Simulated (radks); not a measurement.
# Cd⁺ in [Ar] 3d10 4s2 4p4 4d10 5s1 6s2: an all-electron calculation

Aim: the levels, the sizes of the orbitals and the parts of the energy of the cadmium ion Cd+.

Method: scalar-relativistic Kohn-Sham, AM05, spin-polarised, spherical densities, finite nucleus; open shells are filled with parallel spins first. Code: radks (a radial shooting solver on a logarithmic mesh, Libxc functionals) version 1.

## 1. The atom as given

* element: cadmium (Z = 48)
* charge: +1
* electrons: 47
* configuration: [Ar] 3d10 4s2 4p4 4d10 5s1 6s2
* nuclear rms radius: 4.6087 fm

The outer shells:

Cd⁺
```
[Ar] core
3d [↑↓][↑↓][↑↓][↑↓][↑↓]
4s [↑↓]
4p [↑↓][↑ ][↑ ]
4d [↑↓][↑↓][↑↓][↑↓][↑↓]
5s [↑ ]
6s [↑↓]
```

## 2. The calculation

Settings of this run:

```text
Z 48
configuration [Ar] 3d10 4s2 4p4 4d10 5s1 6s2
relativity scalar-relativistic
functional am05,am05
spin polarised
nucleus finite rms 4.6087 fm
c 137.035999084
```

What does the calculation give?

**Answer**, as computed:

| quantity | value |
| --- | --- |
| total energy | -5583.44122 hartree |
| exchange-correlation share of it | 2.65 % |
| −T/E | 1.0403 |
| highest occupied level | 6s down, -6.943 eV |
| most extended occupied level | 6s down, <r> = 5.25 bohr |
| radius at density 0.001 e/bohr³ | 5.94 bohr |
| maxima of the radial density | 5 |

6 principal shells are occupied and 5 maxima appear in the radial density; where shells overlap, one shows as a shoulder or not at all. Relativity lifts −T/E to 1.040. This is not the tabulated ground configuration, so its levels and sizes aren't those of the ground state, and no measured value stands beside it.
